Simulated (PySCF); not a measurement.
# CH₂GeN−: NMR shifts and electronic excitations in gas and solvents

Aim: compute the NMR shifts and electronic excitations of CH₂GeN− (`N#[C][GeH2-]`), and see what a dielectric continuum does where one was used.

Computed with PySCF 2.14.0, with density-fitted response routines of our own, on a single molecule, in the gas phase or a continuum. Atoms count from 0, in the outputs and in this text.

**1. Starting geometry**

5 atoms, charge -1, multiplicity 1; geometry from: GFN2-xTB. The atoms were then displaced at random by about 0.01 Å, so the start is not that level's minimum.

Bonds of the start (Å): N0–C1 1.18, C1–Ge2 1.98, Ge2–H3 1.67, Ge2–H4 1.68.

**2. Geometry optimisation at PBE0-D3(BJ)/def2-SVP**

Job settings and geometry (Å):

```
{"job": {"xc": "PBE0", "basis": "def2-SVP", "d3": "d3bj", "grid": 1, "shake": 0.01, "kind": "geom"}, "charge": -1, "multiplicity": 1}
N      2.178230    -0.271600    -0.198540
C      1.024960    -0.139010     0.038550
Ge    -0.809560     0.000720     0.782870
H     -1.017560     1.348650    -0.186300
H     -1.342500    -0.972730    -0.474480
```

Run with:

```console
> OMP_NUM_THREADS=1 python probes_run.py task.json out
```

The driver reads the jobs from task.json and runs them one after another.

What it wrote:

```text
step   0  E = -2170.37258943  max force = 0.047940
step   1  E = -2170.37550767  max force = 0.007437
step   2  E = -2170.37615803  max force = 0.005551
step   3  E = -2170.37651475  max force = 0.003833
step   4  E = -2170.37672468  max force = 0.001233
step   5  E = -2170.37674651  max force = 0.000330
step   6  E = -2170.37674800  max force = 0.000062
optimisation converged
```

Run time: 7.9 s. Hardware: 1 thread of Arm Neoverse V2, shared host; peak memory 0.3 GiB.

The steps of the relaxation:

```csv
step,energy from step 0 (eV),largest force component (eV/Å)
0,0.0000,2.4652
1,-0.0794,0.3824
2,-0.0971,0.2854
3,-0.1068,0.1971
4,-0.1125,0.0634
5,-0.1131,0.0170
6,-0.1132,0.0032
```

Close pairs (by a distance rule), those that changed most:

```csv
bond,before (Å),after (Å),change (Å)
Ge2–H4,1.677,1.605,-0.072
Ge2–H3,1.673,1.605,-0.069
C1–Ge2,1.985,2.015,+0.030
N0–C1,1.185,1.167,-0.017
```

The final coordinates are the input of the step that follows.

```csv
at the end point,value
point group (found at 0.08 Å tolerance),Cs
"rotational constants (GHz, main isotopes)","98.011, 3.450, 3.443"
```

**3. Nuclear shieldings: PBE0/pcSseg-1 in benzene**

Job settings and geometry (Å):

```
{"job": {"kind": "nmr", "xc": "PBE0", "basis": "pcSseg-1", "solvent": "benzene", "pop": true}, "charge": -1, "multiplicity": 1}
N      2.221883    -0.167115    -0.227874
C      1.086109    -0.102092     0.033865
Ge    -0.806259    -0.030233     0.722225
H     -1.137482     1.283509    -0.137572
H     -1.330766    -1.018015    -0.428577
```

Level: GIAO PBE0/pcSseg-1 NMR shielding, non-relativistic, IEF-PCM benzene.

What it wrote:

```text
coarse grid: 22664 points
cycle   1  E = -2170.4760770182  dE = -7.620e-01  |g| = 8.188e-01  |ddm| = 2.188e+00
cycle   2  E = -2170.4168270497  dE =  5.925e-02  |g| = 8.993e-01  |ddm| = 9.086e-01
cycle   3  E = -2170.5077382463  dE = -9.091e-02  |g| = 3.296e-01  |ddm| = 6.891e-01
cycle   4  E = -2170.5309890796  dE = -2.325e-02  |g| = 7.073e-02  |ddm| = 2.226e-01
cycle   5  E = -2170.5317782836  dE = -7.892e-04  |g| = 9.410e-03  |ddm| = 6.095e-02
cycle   6  E = -2170.5317954845  dE = -1.720e-05  |g| = 1.336e-03  |ddm| = 1.630e-02
cycle   7  E = -2170.5317959040  dE = -4.196e-07  |g| = 5.155e-04  |ddm| = 2.274e-03
final grid: 45984 points
cycle   8  E = -2170.5317687270  dE =  1.993e-08  |g| = 6.264e-04  |ddm| = 1.238e-03
cycle   9  E = -2170.5317685873  dE =  1.397e-07  |g| = 1.011e-03  |ddm| = 1.375e-03
cycle  10  E = -2170.5317688249  dE = -2.376e-07  |g| = 2.510e-04  |ddm| = 7.482e-04
cycle  11  E = -2170.5317688394  dE = -1.448e-08  |g| = 1.909e-05  |ddm| = 1.934e-04
cycle  12  E = -2170.5317688394  dE = -2.728e-12  |g| = 2.164e-06  |ddm| = 9.205e-06
converged SCF energy = -2170.5317688394

GIAO shielding tensors (ppm)
atom      isotropic    diamagn.    paramagn.     s11        s22        s33       span
  0 N      -76.606     342.555    -419.161   -264.199   -260.403    294.784    558.983
  1 C       36.155     258.810    -222.655    -97.236    -83.955    289.655    386.891
  2 Ge    1815.269    2755.301    -940.032   1694.503   1818.023   1933.281    238.778
  3 H       28.618      28.752      -0.135     22.156     25.882     37.815     15.660
  4 H       28.615      28.749      -0.135     22.150     25.883     37.811     15.661
```

It took 3.4 s on 1 thread of Arm Neoverse V2, shared host; peak memory 0.39 GiB.

Shifts follow as δ = σ(reference) − σ, with reference shieldings (ppm) from runs at the same level and on the same kind of geometry: ¹H TMS 31.25, ¹³C TMS 184.9, ¹⁵N NH3 267.0, ⁷³Ge GeMe4 1330. The references are single molecules in the same continuum, so shifts against H2O, NH3, PH3, H3PO4 or CFCl3 are not on the usual liquid scales and can be off by tens of ppm. Atoms listed in one row are averaged.

```csv
atoms,environment,σ (ppm),δ (ppm)
C1,nitrile carbon,36.2,148.7
"H3, H4",hydrogen on a germanium bonded to C,28.62,2.64
N0,nitrile nitrogen,-76.6,343.7
Ge2,"germanium bonded to C, 2 H",1815,-485
```

Charges from the same density, by scheme (e):

```csv
atoms,Mulliken,IAO,Hirshfeld,ESP fit
N0,-0.39,-0.39,-0.37,-0.60
C1,-0.19,-0.10,-0.11,0.28
Ge2,-0.15,-0.24,-0.19,-0.55
```

Mayer bond orders: N0–C1 2.96, C1–Ge2 0.78.

**4. NMR shieldings: PBE0/pcSseg-1 in methanol**

Job settings and geometry (Å):

```
{"job": {"kind": "nmr", "xc": "PBE0", "basis": "pcSseg-1", "solvent": "methanol", "pop": false}, "charge": -1, "multiplicity": 1}
N      2.221883    -0.167115    -0.227874
C      1.086109    -0.102092     0.033865
Ge    -0.806259    -0.030233     0.722225
H     -1.137482     1.283509    -0.137572
H     -1.330766    -1.018015    -0.428577
```

With the program's defaults for keys left out, this is: GIAO PBE0/pcSseg-1 NMR shielding, non-relativistic, IEF-PCM methanol.

What it wrote:

```text
coarse grid: 22664 points
cycle   1  E = -2170.5136176200  dE = -7.994e-01  |g| = 8.168e-01  |ddm| = 2.188e+00
cycle   2  E = -2170.4638963137  dE =  4.972e-02  |g| = 8.744e-01  |ddm| = 8.697e-01
cycle   3  E = -2170.5484759935  dE = -8.458e-02  |g| = 2.949e-01  |ddm| = 6.483e-01
cycle   4  E = -2170.5668833351  dE = -1.841e-02  |g| = 6.905e-02  |ddm| = 2.038e-01
cycle   5  E = -2170.5676387173  dE = -7.554e-04  |g| = 8.807e-03  |ddm| = 5.668e-02
cycle   6  E = -2170.5676526740  dE = -1.396e-05  |g| = 1.466e-03  |ddm| = 1.457e-02
cycle   7  E = -2170.5676532009  dE = -5.269e-07  |g| = 4.589e-04  |ddm| = 2.084e-03
final grid: 45984 points
cycle   8  E = -2170.5676259137  dE =  6.821e-09  |g| = 5.655e-04  |ddm| = 1.113e-03
cycle   9  E = -2170.5676258089  dE =  1.048e-07  |g| = 9.090e-04  |ddm| = 1.150e-03
cycle  10  E = -2170.5676259891  dE = -1.801e-07  |g| = 1.983e-04  |ddm| = 6.210e-04
cycle  11  E = -2170.5676259980  dE = -8.904e-09  |g| = 2.136e-05  |ddm| = 1.570e-04
cycle  12  E = -2170.5676259980  dE = -4.002e-11  |g| = 2.644e-06  |ddm| = 1.088e-05
converged SCF energy = -2170.5676259980

GIAO shielding tensors (ppm)
atom      isotropic    diamagn.    paramagn.     s11        s22        s33       span
  0 N      -73.398     342.865    -416.263   -258.966   -255.115    293.885    552.851
  1 C       33.913     258.863    -224.950   -100.755    -86.817    289.310    390.065
  2 Ge    1818.707    2755.465    -936.758   1699.275   1818.680   1938.166    238.891
  3 H       28.632      28.752      -0.120     22.170     25.871     37.856     15.686
  4 H       28.628      28.748      -0.120     22.163     25.871     37.851     15.688
```

Run time: 2.3 s. Hardware: 1 thread of Arm Neoverse V2, shared host; peak memory 0.47 GiB.

Key values: δ C1 151.6, N0 341.9, Ge2 -490, H3 2.61 ppm (means over like atoms).

**5. Excited states and response: CAM-B3LYP/def2-SVPD**

Job settings and geometry (Å):

```
{"job": {"kind": "uv", "xc": "CAM-B3LYP", "basis": "def2-SVPD", "dynamic": true, "nstates": 6, "ntriplets": 0}, "charge": -1, "multiplicity": 1}
N      2.221883    -0.167115    -0.227874
C      1.086109    -0.102092     0.033865
Ge    -0.806259    -0.030233     0.722225
H     -1.137482     1.283509    -0.137572
H     -1.330766    -1.018015    -0.428577
```

Level: TDDFT CAM-B3LYP/def2-SVPD, vertical, gas phase, core orbitals frozen in the response.

What it wrote:

```text
coarse grid: 22664 points
cycle   1  E = -2170.7908730973  dE = -7.096e-01  |g| = 4.589e-01  |ddm| = 2.440e+00
cycle   2  E = -2170.7473406539  dE =  4.353e-02  |g| = 6.692e-01  |ddm| = 1.578e+00
cycle   3  E = -2170.8341504035  dE = -8.681e-02  |g| = 1.087e-01  |ddm| = 8.176e-01
cycle   4  E = -2170.8365894381  dE = -2.439e-03  |g| = 2.826e-02  |ddm| = 1.256e-01
cycle   5  E = -2170.8367608161  dE = -1.714e-04  |g| = 5.953e-03  |ddm| = 1.040e-01
cycle   6  E = -2170.8367706407  dE = -9.825e-06  |g| = 1.786e-03  |ddm| = 3.253e-02
final grid: 45984 points
cycle   7  E = -2170.8367315839  dE = -9.842e-07  |g| = 1.444e-03  |ddm| = 1.367e-02
cycle   8  E = -2170.8367317535  dE = -1.696e-07  |g| = 1.385e-03  |ddm| = 5.108e-03
cycle   9  E = -2170.8367321211  dE = -3.676e-07  |g| = 3.254e-04  |ddm| = 2.131e-03
cycle  10  E = -2170.8367321470  dE = -2.593e-08  |g| = 6.782e-05  |ddm| = 5.288e-04
cycle  11  E = -2170.8367321515  dE = -4.459e-09  |g| = 2.735e-05  |ddm| = 1.154e-03
cycle  12  E = -2170.8367321517  dE = -1.892e-10  |g| = 2.529e-06  |ddm| = 1.597e-04
converged SCF energy = -2170.8367321517

Static polarisability (au): isotropic 68.326, principal 59.347 63.059 82.574

Singlet excitations
state   eV       nm        f      main configurations
  1   4.3881    282.5   0.14010   H->L 0.99
  2   5.0324    246.4   0.10244   H->L+1 0.95
  3   5.2133    237.8   0.06300   H->L+2 0.92
  4   6.3331    195.8   0.14776   H->L+3 0.80, H->L+5 0.09
  5   6.3853    194.2   0.11286   H->L+4 0.90
  6   6.8153    181.9   0.02177   H->L+6 0.59, H->L+5 0.26, H->L+3 0.09
```

Run time: 4.2 s. Hardware: 1 thread of Arm Neoverse V2, shared host; peak memory 0.41 GiB.

The orbitals next to the gap, with their largest atomic shares:

```csv
orbital,eV,atoms
HOMO−3,-6.25,"N0 43 %, C1 37 %, Ge2 12 %"
HOMO−2,-5.79,"N0 42 %, C1 34 %, Ge2 16 %"
HOMO−1,-4.67,"Ge2 34 %, H3 22 %, H4 22 %"
HOMO,-2.24,"Ge2 64 %, C1 11 %, H4 10 %"
LUMO,5.01,"Ge2 76 %, C1 9 %, H4 7 %"
LUMO+1,5.84,"Ge2 56 %, C1 24 %, H4 7 %"
LUMO+2,6.15,"Ge2 52 %, C1 17 %, N0 12 %"
```

With each of the 6 states as a Gaussian band of 0.4 eV half-width at 1/e, the curve within the window shown has maxima at 278 nm (ε 6,100), 245 nm (ε 6,700), 194 nm (ε 11,000) L/(mol cm). Beyond the last state computed it falls off for lack of states. The curve at chosen wavelengths:

```json
{"nm": "174", "ε (L/mol/cm)": "796"}
{"nm": "180", "ε (L/mol/cm)": "2792"}
{"nm": "186", "ε (L/mol/cm)": "6743"}
{"nm": "192", "ε (L/mol/cm)": "10336"}
{"nm": "198", "ε (L/mol/cm)": "9982"}
{"nm": "205", "ε (L/mol/cm)": "5744"}
{"nm": "211", "ε (L/mol/cm)": "2651"}
{"nm": "217", "ε (L/mol/cm)": "1572"}
{"nm": "223", "ε (L/mol/cm)": "2192"}
{"nm": "229", "ε (L/mol/cm)": "3776"}
{"nm": "235", "ε (L/mol/cm)": "5462"}
{"nm": "241", "ε (L/mol/cm)": "6495"}
{"nm": "247", "ε (L/mol/cm)": "6621"}
{"nm": "254", "ε (L/mol/cm)": "6096"}
{"nm": "260", "ε (L/mol/cm)": "5712"}
{"nm": "266", "ε (L/mol/cm)": "5698"}
{"nm": "272", "ε (L/mol/cm)": "5937"}
{"nm": "278", "ε (L/mol/cm)": "6102"}
{"nm": "284", "ε (L/mol/cm)": "5925"}
{"nm": "290", "ε (L/mol/cm)": "5333"}
{"nm": "296", "ε (L/mol/cm)": "4435"}
{"nm": "303", "ε (L/mol/cm)": "3254"}
{"nm": "309", "ε (L/mol/cm)": "2319"}
{"nm": "315", "ε (L/mol/cm)": "1556"}
{"nm": "321", "ε (L/mol/cm)": "990"}
{"nm": "327", "ε (L/mol/cm)": "601"}
```

Ground-state properties from the same run:

```csv
property,computed
polarisability (Å³),10.12
HOMO–LUMO gap (eV),7.25
−ε(HOMO) (eV),2.24
C6 with itself (au),1250
```

**6. TDDFT and polarisability: CAM-B3LYP/def2-SVPD in benzene**

Job settings and geometry (Å):

```
{"job": {"kind": "uv", "xc": "CAM-B3LYP", "basis": "def2-SVPD", "solvent": "benzene", "nstates": 6, "ntriplets": 0}, "charge": -1, "multiplicity": 1}
N      2.221883    -0.167115    -0.227874
C      1.086109    -0.102092     0.033865
Ge    -0.806259    -0.030233     0.722225
H     -1.137482     1.283509    -0.137572
H     -1.330766    -1.018015    -0.428577
```

Level: TDDFT CAM-B3LYP/def2-SVPD, vertical, IEF-PCM benzene (non-equilibrium linear response), core orbitals frozen in the response.

What it wrote:

```text
coarse grid: 22664 points
cycle   1  E = -2170.8414137370  dE = -7.600e-01  |g| = 4.527e-01  |ddm| = 2.440e+00
cycle   2  E = -2170.8054165821  dE =  3.600e-02  |g| = 6.351e-01  |ddm| = 1.416e+00
cycle   3  E = -2170.8822289209  dE = -7.681e-02  |g| = 9.854e-02  |ddm| = 7.530e-01
cycle   4  E = -2170.8842362137  dE = -2.007e-03  |g| = 2.692e-02  |ddm| = 1.052e-01
cycle   5  E = -2170.8843895964  dE = -1.534e-04  |g| = 5.838e-03  |ddm| = 7.690e-02
cycle   6  E = -2170.8843990409  dE = -9.444e-06  |g| = 1.669e-03  |ddm| = 2.437e-02
final grid: 45984 points
cycle   7  E = -2170.8843601152  dE = -1.016e-06  |g| = 1.282e-03  |ddm| = 1.122e-02
cycle   8  E = -2170.8843602516  dE = -1.364e-07  |g| = 1.289e-03  |ddm| = 4.236e-03
cycle   9  E = -2170.8843605768  dE = -3.252e-07  |g| = 3.398e-04  |ddm| = 1.958e-03
cycle  10  E = -2170.8843606060  dE = -2.917e-08  |g| = 6.728e-05  |ddm| = 5.282e-04
cycle  11  E = -2170.8843606110  dE = -5.008e-09  |g| = 2.312e-05  |ddm| = 1.046e-03
cycle  12  E = -2170.8843606111  dE = -1.141e-10  |g| = 2.484e-06  |ddm| = 8.494e-05
converged SCF energy = -2170.8843606111

Static polarisability (au): isotropic 78.151, principal 68.268 72.365 93.818

Singlet excitations
state   eV       nm        f      main configurations
  1   4.6569    266.2   0.19664   H->L 0.99
  2   5.0918    243.5   0.15802   H->L+1 0.95
  3   5.1631    240.1   0.08820   H->L+2 0.96
  4   6.2493    198.4   0.19031   H->L+3 0.86
  5   6.3701    194.6   0.17636   H->L+4 0.94
  6   6.9668    178.0   0.07247   H->L+6 0.83, H->L+5 0.09
```

Run time: 3.5 s. Hardware: 1 thread of Arm Neoverse V2, shared host; peak memory 0.42 GiB.

Key values: HOMO -4.79 eV, LUMO 2.85 eV; lowest singlet 4.66 eV.

**7. Excited states and response: CAM-B3LYP/def2-SVPD in methanol**

Job settings and geometry (Å):

```
{"job": {"kind": "uv", "xc": "CAM-B3LYP", "basis": "def2-SVPD", "solvent": "methanol", "nstates": 6, "ntriplets": 0}, "charge": -1, "multiplicity": 1}
N      2.221883    -0.167115    -0.227874
C      1.086109    -0.102092     0.033865
Ge    -0.806259    -0.030233     0.722225
H     -1.137482     1.283509    -0.137572
H     -1.330766    -1.018015    -0.428577
```

Level: TDDFT CAM-B3LYP/def2-SVPD, vertical, IEF-PCM methanol (non-equilibrium linear response), core orbitals frozen in the response.

What it wrote:

```text
coarse grid: 22664 points
cycle   1  E = -2170.8789691100  dE = -7.974e-01  |g| = 4.479e-01  |ddm| = 2.440e+00
cycle   2  E = -2170.8491150394  dE =  2.985e-02  |g| = 6.059e-01  |ddm| = 1.329e+00
cycle   3  E = -2170.9180204287  dE = -6.891e-02  |g| = 8.964e-02  |ddm| = 7.109e-01
cycle   4  E = -2170.9196802226  dE = -1.660e-03  |g| = 2.564e-02  |ddm| = 9.403e-02
cycle   5  E = -2170.9198190744  dE = -1.389e-04  |g| = 5.664e-03  |ddm| = 6.177e-02
cycle   6  E = -2170.9198286017  dE = -9.527e-06  |g| = 1.631e-03  |ddm| = 2.065e-02
final grid: 45984 points
cycle   7  E = -2170.9197900171  dE = -1.258e-06  |g| = 1.171e-03  |ddm| = 1.010e-02
cycle   8  E = -2170.9197902057  dE = -1.886e-07  |g| = 1.210e-03  |ddm| = 4.051e-03
cycle   9  E = -2170.9197905029  dE = -2.972e-07  |g| = 3.141e-04  |ddm| = 1.888e-03
cycle  10  E = -2170.9197905332  dE = -3.034e-08  |g| = 9.507e-05  |ddm| = 6.630e-04
cycle  11  E = -2170.9197905440  dE = -1.073e-08  |g| = 2.128e-05  |ddm| = 1.332e-03
cycle  12  E = -2170.9197905440  dE = -8.276e-11  |g| = 3.648e-06  |ddm| = 6.156e-05
converged SCF energy = -2170.9197905440

Static polarisability (au): isotropic 94.447, principal 84.089 89.781 109.472

Singlet excitations
state   eV       nm        f      main configurations
  1   4.9211    251.9   0.18727   H->L 0.98
  2   5.1762    239.5   0.06368   H->L+2 0.96
  3   5.2621    235.6   0.16718   H->L+1 0.94
  4   6.2493    198.4   0.15508   H->L+3 0.87
  5   6.4729    191.5   0.16808   H->L+4 0.93
  6   7.1280    173.9   0.05194   H->L+6 0.82, H->L+5 0.10
```

Wall time 3.5 s (1 thread of Arm Neoverse V2, shared host); peak memory 0.42 GiB.

Key values: HOMO -6.65 eV, LUMO 1.26 eV; lowest singlet 4.92 eV.

**8. Run by run: NMR shifts**

Shifts (ppm), means over like atoms, with basis size and wall time:

```csv
run,C1,H3,N0,Ge2,functions,time
PBE0/pcSseg-1 in benzene,148.7,2.64,343.7,-485,85,3.4 s
PBE0/pcSseg-1 in methanol,151.6,2.61,341.9,-490,85,2.3 s
```

The continuum's effect on the ground state:

```csv
solvent,ε,polarisation energy (Eh)
benzene,2.27,-0.0485
methanol,32.61,-0.0848
```

**9. Run by run: electronic excitations**

Excitations and ground-state properties, with basis size and wall time:

```csv
run,lowest singlet (eV),brightest (eV),f,gap (eV),α (Å³),functions,time
CAM-B3LYP/def2-SVPD,4.39,6.33,0.148,7.25,10.12,94,4.2 s
CAM-B3LYP/def2-SVPD in benzene,4.66,4.66,0.197,7.64,11.58,94,3.5 s
CAM-B3LYP/def2-SVPD in methanol,4.92,4.92,0.187,7.91,14.00,94,3.5 s
```

The continuum's effect on the ground state:

```csv
solvent,ε,polarisation energy (Eh)
benzene,2.27,-0.0478
methanol,32.61,-0.0839
```

**10. Summary of results**

| quantity | value |
| --- | --- |
| point group | Cs |
| rotational constants (main isotopes) | 98.01, 3.45, 3.44 GHz |
| ¹³C shifts against TMS (PBE0/pcSseg-1, benzene) | 148.7 ppm |
| ¹H shifts against TMS (PBE0/pcSseg-1, benzene, means over atoms taken as alike) | 2.64 ppm |
| ¹⁵N shifts against NH3 (PBE0/pcSseg-1, benzene) | 343.7 ppm |
| ⁷³Ge shifts against GeMe4 (PBE0/pcSseg-1, benzene) | -485 ppm |
| lowest singlet (CAM-B3LYP/def2-SVPD) | 4.39 eV (283 nm), f = 0.140 |
| brightest single state of those computed | state 4, 6.33 eV, f = 0.148 |
| range of the shift of Ge2 | -490 to -485 ppm |
| range of the lowest singlet | 4.39 to 4.92 eV |

In words: Over 6 steps the energy fell by 0.113 eV; of the close pairs, Ge2–H4 changed most, 1.677 to 1.605 Å. At PBE0/pcSseg-1: The largest span, 559 ppm, is at N0, where the paramagnetic term is -419 ppm. The first singlet state (HOMO→LUMO 0.99) lies at 4.39 eV and is bright; of the 6 states computed, the strongest absorption comes from state 4 at 6.33 eV. The lowest singlet lies above −ε(HOMO); no detachment energy was computed, so the anion's states may not be bound. In ppm, Ge2 moves most: its shift spreads over 4 ppm, from -490 (PBE0/pcSseg-1 in methanol) to -485 (PBE0/pcSseg-1 in benzene). The continuum holds electrostatics alone: no hydrogen bonds to the solvent, and the gas-phase geometry is kept. The lowest singlet runs from 4.39 eV (CAM-B3LYP/def2-SVPD) to 4.92 eV (CAM-B3LYP/def2-SVPD in methanol), while the orbital gap spans 7.25 to 7.91 eV. The lowest state need not be the same one in every run. The runs solved for a few states only, so the brightest column depends on that window. Spin-orbit coupling is left out, which matters for shieldings and couplings at and beside the heavy atoms.
